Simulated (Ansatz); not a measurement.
# CH3F2NSi: the cost of one run

All numbers below are computed with Ansatz 0.2.0 (RKS PBE0-D4/def2-SVP).

### 1 Starting point

Bond lengths: C1–N2 1.312 Å, N2–Si3 1.731 Å, Si3–F4 1.661 Å, Si3–F5 1.616 Å, C1–H6 1.167 Å, C1–H7 1.069 Å, Si3–H8 1.410 Å. Angles: C1–N2–Si3 113.1°, N2–C1–H6 113.9°, N2–C1–H7 130.2°, H6–C1–H7 115.9°, N2–Si3–F4 106.6°, N2–Si3–F5 106.9°, N2–Si3–H8 112.6°, F4–Si3–F5 105.0°, F4–Si3–H8 113.5°, F5–Si3–H8 111.6°.

Structure file:

```xyz
8

C     0.4294    1.3307    0.1468
N    -0.7004    0.6907   -0.0378
Si   -0.4996   -1.0255   -0.1397
F     0.6090   -1.3028   -1.3456
F     0.2350   -1.4944    1.2213
H     0.3120    2.4904    0.1996
H     1.4281    0.9580    0.2300
H    -1.7212   -1.7043   -0.3305
```

### 2 Relaxing end A

input.yaml reads:

```yaml
crystal:
  periodic: [false, false, false]
  atoms:
    - { symbol: C, position_ang: [0.4294, 1.3307, 0.1468] }
    - { symbol: "N", position_ang: [-0.7004, 0.6907, -0.0378] }
    - { symbol: Si, position_ang: [-0.4996, -1.0255, -0.1397] }
    - { symbol: F, position_ang: [0.609, -1.3028, -1.3456] }
    - { symbol: F, position_ang: [0.235, -1.4944, 1.2213] }
    - { symbol: H, position_ang: [0.312, 2.4904, 0.1996] }
    - { symbol: H, position_ang: [1.4281, 0.958, 0.23] }
    - { symbol: H, position_ang: [-1.7212, -1.7043, -0.3305] }
basis:
  gaussian: { orbitals: def2-SVP }
hamiltonian:
  xc: pbe0
  dispersion: d4
relax:
  f_tol: 0.015
  max_steps: 40
output:
  orbitals: {}
```

Launch:

```bash
$ ansatz run input.yaml --threads 1 --pin off --max-ram 2048MiB --backend cpu --events-out ev --progress --plain --runs-dir out
```

Q: Estimate wall time and peak memory on 1 thread of Arm Neoverse N1, shared host.

About 91 s, with a peak of 0.17 GiB.
